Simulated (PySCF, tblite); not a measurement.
# C₅H₇AlCl₂: geometry, infrared bands and NMR shifts

Wanted: the infrared bands and NMR shifts of C₅H₇AlCl₂ (`[Cl][Al]([Cl])[C@H]1[C@@H]2CC[C@@H]21`), by calculation.

Computed with tblite 0.8.0 and PySCF 2.14.0, with density-fitted response routines of our own, on a single molecule in the gas phase. Atoms are numbered from 0 throughout.

### 1 Starting geometry

15 atoms, charge 0, multiplicity 1; geometry from: force field or distance geometry start.

Bonds of the start (Å): Cl0–Al1 2.22, Al1–Cl2 2.23, Al1–C3 1.97, C3–C4 1.49, C4–C5 1.51, C5–C6 1.53, C6–C7 1.51, C7–C3 1.51, C7–C4 1.51, C3–H8 1.12, C4–H9 1.09, C5–H10 1.12, C5–H11 1.10, C6–H12 1.11, C6–H13 1.10, C7–H14 1.09.

### 2 Geometry optimisation with GFN2-xTB

The job: settings as JSON, then the geometry in Å.

```
{"job": {"kind": "relax", "xc": "GFN2-xTB", "basis": "xTB"}, "charge": 0, "multiplicity": 1}
Cl     2.866000     1.657800     1.889200
Al     2.339400    -0.402300     1.255600
Cl     4.020600    -1.622500     0.436800
C      0.561100    -0.691300     0.456300
C     -0.589000     0.203400     0.762000
C     -1.819800    -0.062900    -0.072500
C     -1.053300     0.221300    -1.363600
C      0.181600     0.395500    -0.518000
H      0.289400    -1.715600     0.083900
H     -0.576600     0.956700     1.550600
H     -2.030100    -1.163200    -0.047600
H     -2.689700     0.583900     0.104800
H     -0.954200    -0.691700    -1.991700
H     -1.413800     1.101900    -1.909000
H      0.864000     1.237000    -0.658500
```

Launch:

```bash
$ OMP_NUM_THREADS=1 python probes_run.py task.json out
```

One launch serves the whole session: the jobs run in the order shown.

**Question.** This job is followed by: GFN2-xTB harmonic vibrations, gas phase; GIAO PBE0/pcSseg-1 NMR shielding, non-relativistic, gas phase. What will the session give for the following? strongest single infrared mode (GFN2-xTB); zero-point energy (GFN2-xTB); ¹³C shifts against TMS (PBE0/pcSseg-1, means over atoms taken as alike); ¹H shifts against TMS (PBE0/pcSseg-1, means over atoms taken as alike); ³⁵Cl shifts against HCl (PBE0/pcSseg-1, means over atoms taken as alike); ²⁷Al shifts against AlH4- (PBE0/pcSseg-1).

As calculated:

| quantity | value |
| --- | --- |
| strongest single infrared mode (GFN2-xTB) | 615 cm⁻¹, 133 km/mol |
| zero-point energy (GFN2-xTB) | 67.5 kcal/mol |
| ¹³C shifts against TMS (PBE0/pcSseg-1, means over atoms taken as alike) | 26.6, 18.7, 18.0 ppm |
| ¹H shifts against TMS (PBE0/pcSseg-1, means over atoms taken as alike) | 2.21, 1.57, 1.36, -0.52 ppm |
| ³⁵Cl shifts against HCl (PBE0/pcSseg-1, means over atoms taken as alike) | 32 ppm |
| ²⁷Al shifts against AlH4- (PBE0/pcSseg-1) | 118.4 ppm |

In words: Relaxing lowered the energy by 1.066 eV in 92 steps; the close pair that moved most is Al1–Cl2, from 2.233 to 2.032 Å. No mode is imaginary among the 39: a minimum at this level. The strongest single mode, at 615 cm⁻¹, moves mainly Al1. GFN2-xTB is a fitted tight-binding method: band positions and strengths are rough. Its intensities can rank the bands wrongly. At PBE0/pcSseg-1: Shielding is most anisotropic at Cl0, Cl2 (span 249 ppm, paramagnetic term -230 ppm).
